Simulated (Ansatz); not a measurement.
# C3H5AlClF: up Jacob's ladder to CCSD(T)

An exercise on one series of results from a longer session: the logs are not shown, and one member is left open.

Method: functionals in def2-TZVPP, the program's frozen cores in correlated methods; program: Ansatz 0.2.0, Gaussian basis.

Plan: LDA (SPW92), PBE-D4, revPBE-D4, BLYP-D4, r2SCAN-D4, B97M-V, PBE0-D4, B3LYP-D4, r2SCANh-D4, r2SCAN0-D4, HSE06-D4, BHLYP-D4, CAM-B3LYP-D4, LC-ωPBE, ωB97X-V, ωB97M-V, B2PLYP, PBE-QIDH; CCSD(T)/def2-SVP; CCSD(T)/def2-TZVPP; MP2/def2-QZVPP; extrapolation to the limit; RPA on PBE.

### Structure used throughout

The geometry comes from an earlier relaxation with PBE0-D4 in a triple-zeta def2 set; it is a stationary point, not always the lowest conformer.

SMILES `C=C[CH2][Al]([F])[Cl]`, 11 atoms, charge 0, spin multiplicity 1.

Atoms are counted from 1 here; the program's logs count them from 0.

Bond lengths: C1–C2 1.345 Å, C1–H7 1.082 Å, C1–H8 1.087 Å, C2–C3 1.488 Å, C2–H9 1.088 Å, C3–Al4 1.942 Å, C3–H10 1.091 Å, C3–H11 1.084 Å, Al4–F5 1.648 Å, Al4–Cl6 2.090 Å. Angles: C2–C1–H7 121.0°, C2–C1–H8 121.9°, H7–C1–H8 117.0°, C1–C2–C3 124.9°, C1–C2–H9 117.6°, C3–C2–H9 116.6°, C2–C3–Al4 83.0°, C2–C3–H10 113.6°, C2–C3–H11 114.1°, Al4–C3–H10 110.1°, Al4–C3–H11 121.3°, H10–C3–H11 111.9°, C3–Al4–F5 119.1°, C3–Al4–Cl6 123.0°, F5–Al4–Cl6 117.8°.

The first run:

in.yaml reads:

```yaml
crystal:
  periodic: [false, false, false]
  atoms:
    - {symbol: C, position_ang: [-0.510768, -1.367909, -0.338143]}
    - {symbol: C, position_ang: [0.554673, -0.749200, 0.202073]}
    - {symbol: C, position_ang: [1.127865, 0.536300, -0.281631]}
    - {symbol: Al, position_ang: [-0.603757, 1.236105, 0.251099]}
    - {symbol: F, position_ang: [-1.727428, 1.561346, -0.909207]}
    - {symbol: Cl, position_ang: [-1.080818, 1.712169, 2.228972]}
    - {symbol: H, position_ang: [-0.952362, -2.234341, 0.136446]}
    - {symbol: H, position_ang: [-0.935352, -1.054798, -1.288829]}
    - {symbol: H, position_ang: [0.921170, -1.117217, 1.158441]}
    - {symbol: H, position_ang: [1.234284, 0.585822, -1.365971]}
    - {symbol: H, position_ang: [2.037794, 0.834722, 0.227348]}
basis:
  gaussian: {orbitals: def2-TZVPP}
hamiltonian: {xc: lda}
output: {orbitals: {seedname: orbitals}}
```

Steps of the session up to this table: LDA; PBE-D4 (GGA); revPBE-D4 (GGA); BLYP-D4 (GGA); r2SCAN-D4 (meta-GGA); B97M-V (meta-GGA); PBE0-D4 (hybrid); B3LYP-D4 (hybrid); r2SCANh-D4 (hybrid); r2SCAN0-D4 (hybrid); HSE06-D4 (hybrid); BHLYP-D4 (hybrid); CAM-B3LYP-D4 (range-separated); LC-ωPBE-D4 (range-separated; the results give it without D4); ωB97X-V (range-separated); ωB97M-V (range-separated); B2PLYP (double hybrid); PBE-QIDH (double hybrid).

One table of the session follows, with a row left open; its other results are not shown here.

It belongs to the step «Frontier levels by functional». 

```
  functional  HOMO (eV)  gap (eV)
 LDA (SPW92)      -6.47      4.16
      PBE-D4          ?         ?
   revPBE-D4      -6.22      4.28
     BLYP-D4      -6.13      4.22
   r2SCAN-D4      -6.48      4.67
      B97M-V      -6.50      4.72
     PBE0-D4      -7.38      6.25
    B3LYP-D4      -7.17      5.82
  r2SCANh-D4      -6.89      5.41
  r2SCAN0-D4      -7.51      6.51
    HSE06-D4      -6.98      5.47
    BHLYP-D4      -8.33      8.19
CAM-B3LYP-D4      -8.65      8.59
     LC-ωPBE      -9.97     11.05
     ωB97X-V      -9.61     10.60
     ωB97M-V      -9.49     10.28
```

Q: Estimate the row for PBE-D4 from the others.

As computed: HOMO (eV): -6.29; gap (eV): 4.24. In the column «HOMO (eV)» it lies between LDA (SPW92) (-6.47) and revPBE-D4 (-6.22).
